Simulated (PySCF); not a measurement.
Runs of PySCF 2.14.0 on F3VS. The cell holds a molecule in a box, 5 atoms: a = 12.000 Å, b = 12.000 Å, c = 12.000 Å, α = 90.00°, β = 90.00°, γ = 90.00°. 

| task | level | frozen core bands | conv_tol | exxdiv | grid for exchange and correlation | three-body dispersion term | gap on the mesh (eV) |
| --- | --- | --- | --- | --- | --- | --- | --- |
| excitation energies (Tamm-Dancoff) | PBE0 | 13 | 1e-08 Ha | ewald | Becke, atom-centred | - | 4.94 |
| MP2 correlation energy | HF | 13 | 1e-08 Ha | ewald | - | - | 11.62 |
| atomic charges | wB97X | - | 1e-07 Ha | ewald | Becke, atom-centred | - | 9.42 |
| atomic charges | SVWN5 | - | 1e-07 Ha | - | Becke, atom-centred | - | 2.85 |
| atomic charges | X3LYP+D3 | - | 1e-07 Ha | ewald | Becke, atom-centred | no | (b) |
| atomic charges | B3PW91 | - | 1e-07 Ha | ewald | Becke, atom-centred | - | (a) |

Alike in all rows: potentials or basis 6-31g* (all-electron); no spin polarisation; cell as given; k mesh 1 × 1 × 1; smearing fixed.

Task: Estimate the missing entries.

Result: (a) 4.51; (b) 4.63.

Caveats: this is a molecule in a periodic box at the Γ point, so its band gap is the HOMO-LUMO gap; the basis of atomic orbitals isn't converged, which shifts pressures, moduli and gaps; the basis is small and the box finite, so much correlation energy is missing and levels can be off by tenths of an eV (some runs); the iterative solver can pass over a root and still report convergence (some runs).

